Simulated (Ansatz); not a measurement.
TaN, space group P6/mmm, an equation of state with a fit

Program: the Ansatz DFT code, driven from Python.

Typed at the interpreter:
```pycon
>>> import ansatz
>>> from ase.eos import EquationOfState
>>> from ase.units import GPa
>>> import numpy as np
>>> FILLING = 'fermi_dirac'
>>> SIGMA = 0.05
>>> FUNCTIONAL = 'PBEsol'
>>> CUTOFF = 510
>>> MESH = (5, 5, 8)
>>> vectors0 = np.array([
...     [5.191, 0.0, 0.0],
...     [-2.5955, 4.495538, 0.0],
...     [0.0, 0.0, 2.908],
... ])
>>> sites = [
...     ('Ta', (0.0, 0.0, 0.0)),
...     ('Ta', (1 / 3, 2 / 3, 0.5)),
...     ('Ta', (2 / 3, 1 / 3, 0.5)),
...     ('N', (0.5, 0.0, 0.0)),
...     ('N', (0.5, 0.5, 0.0)),
...     ('N', (0.0, 0.5, 0.0)),
... ]
>>> def make_crystal(cell):
...     crystal = ansatz.Crystal(lattice=ansatz.Lattice.of(cell))
...     for symbol, position in sites:
...         crystal = crystal.atom(symbol, position)
...     return crystal
...
>>> volumes, energies = [], []
>>> for scale in np.linspace(0.92, 1.08, 7):
...     cell = vectors0 * scale ** (1 / 3)
...     calc = (
...         make_crystal(cell).calculation()
...         .occupations(FILLING, width=SIGMA)
...         .functional(FUNCTIONAL)
...         .basis(CUTOFF)
...         .kpoints(*MESH)
...     )
...     report = calc.run(threads=1, backend='cpu').report
...     volumes.append(abs(np.linalg.det(cell)) / len(sites))
...     energies.append(report['free_energy_ev'] / len(sites))
...     print(f'V = {volumes[-1]:8.4f} A^3/atom  F = {energies[-1]:.5f} eV/atom')
...
V =  10.4055 A^3/atom  F = -5093.29179 eV/atom
V =  10.7071 A^3/atom  F = -5093.34260 eV/atom
V =  11.0087 A^3/atom  F = -5093.37171 eV/atom
V =  11.3103 A^3/atom  F = -5093.38195 eV/atom
V =  11.6120 A^3/atom  F = -5093.37581 eV/atom
V =  11.9136 A^3/atom  F = -5093.35542 eV/atom
V =  12.2152 A^3/atom  F = -5093.32267 eV/atom
>>> eos = EquationOfState(volumes, energies, eos='vinet')
>>> v0, e0, bulk = eos.fit()
>>> print(f'V0 = {v0:.4f} A^3/atom, E0 = {e0:.5f} eV/atom, B = {bulk / GPa:.1f} GPa')
V0 = 11.3413 A^3/atom, E0 = -5093.38204 eV/atom, B = 322.3 GPa
```

A third-order Birch-Murnaghan fit through the 7 points has its minimum at 11.34 Å³ an atom, 0.3 % above the typed cell, with a bulk modulus of 322 GPa and dB/dP = 4.3. From that minimum the energy rises by 90.2 meV an atom on the compressed side and 59.4 meV on the expanded side.

Reading the output:
- Absolute energies stand on the zero of these potentials, so only differences at equal settings mean something.
- No spin polarisation was allowed.
- Shape and fractional positions are held along the curve, so the bulk modulus is an upper value where they are free to relax.
- The mesh is modest for a metal, so energies can be off by several to tens of meV an atom and pressures by half a GPa or more; differences at equal mesh fare better.
- Spin-orbit coupling, which matters for elements this heavy, is left out.
- The structure is a deposited one; some such entries were measured under pressure or heat, so a shift against it needn't be the functional's error alone.
- Hardware and time: 45 s on 1 thread of Arm Neoverse N1, on a shared host, peak memory 0.43 GiB.
